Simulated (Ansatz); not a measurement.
# CH₃KO: single points off equilibrium

An exercise on one series of results from a longer session: the logs are not shown, and one member is left open.

Computed with Ansatz 0.2.0, Gaussian basis. Level: single points in def2-TZVPP.

Correlated methods freeze the cores. The outer core shell of Li, Na, Mg and K is correlated.

## Where the work starts

SMILES `C[O][K]`, 6 atoms, charge 0, spin multiplicity 1.

Atoms are counted from 1 here; the program's logs count them from 0.

Bond lengths: C1–O2 1.257 Å, C1–K3 3.380 Å, C1–H4 1.120 Å, C1–H5 1.120 Å, C1–H6 1.144 Å, O2–K3 2.207 Å. Angles: O2–C1–K3 16.9°, O2–C1–H4 102.3°, O2–C1–H5 118.4°, O2–C1–H6 109.5°, K3–C1–H4 119.2°, K3–C1–H5 108.5°, K3–C1–H6 101.4°, H4–C1–H5 107.8°, H4–C1–H6 113.4°, H5–C1–H6 105.7°, C1–O2–K3 153.6°, C1–K3–O2 9.5°.

Coordinates:

```tsv
atom	x (Å)	y (Å)	z (Å)
C1	-0.21290	0.53760	-0.12540
O2	-0.02650	-0.63750	0.28130
K3	1.16590	-2.47920	0.52400
H4	-1.21610	0.78380	0.30760
H5	0.50500	1.33400	0.19950
H6	-0.19630	0.55260	-1.26890
```

The first run:

Input file run/in.yaml:

```yaml
crystal:
  periodic: [false, false, false]
  atoms:
    - {symbol: C, position_ang: [-0.212900, 0.537600, -0.125400]}
    - {symbol: O, position_ang: [-0.026500, -0.637500, 0.281300]}
    - {symbol: K, position_ang: [1.165900, -2.479200, 0.524000]}
    - {symbol: H, position_ang: [-1.216100, 0.783800, 0.307600]}
    - {symbol: H, position_ang: [0.505000, 1.334000, 0.199500]}
    - {symbol: H, position_ang: [-0.196300, 0.552600, -1.268900]}
basis:
  gaussian: {orbitals: def2-TZVPP}
correlation: {method: ccsd_t}
output: {forces: true}
```

The command line of these runs was not kept.

Steps of the session up to this table: CCSD(T)/def2-TZVPP; PBE0-D4/def2-TZVPP; wB97M-V/def2-TZVPP; r2SCAN-D4/def2-TZVPP; PBE-D4/def2-TZVPP; SPW92/def2-TZVPP; HSE06-D4/def2-TZVPP.

One table of the session follows, with a row left open; its other results are not shown here.

| method | RMS force component (eV/Å) | angle to CCSD(T) forces (°) | dipole (D) |
| --- | --- | --- | --- |
| CCSD(T) | 2.030 | reference | 9.01 |
| PBE0-D4 | ? | ? | ? |
| wB97M-V | 1.973 | 1.1 | 8.87 |
| r2SCAN-D4 | 1.893 | 3.2 | 8.90 |
| PBE-D4 | 1.967 | 4.7 | 8.50 |
| SPW92 | 1.824 | 7.4 | 8.45 |
| HSE06-D4 | 1.865 | 3.1 | 8.83 |

**Question.** Estimate the row for PBE0-D4.

**Answer.** RMS force component (eV/Å): 1.867; angle to CCSD(T) forces (°): 3.0; dipole (D): 8.83. In the column «RMS force component (eV/Å)» it lies between HSE06-D4 (1.865) and r2SCAN-D4 (1.893).
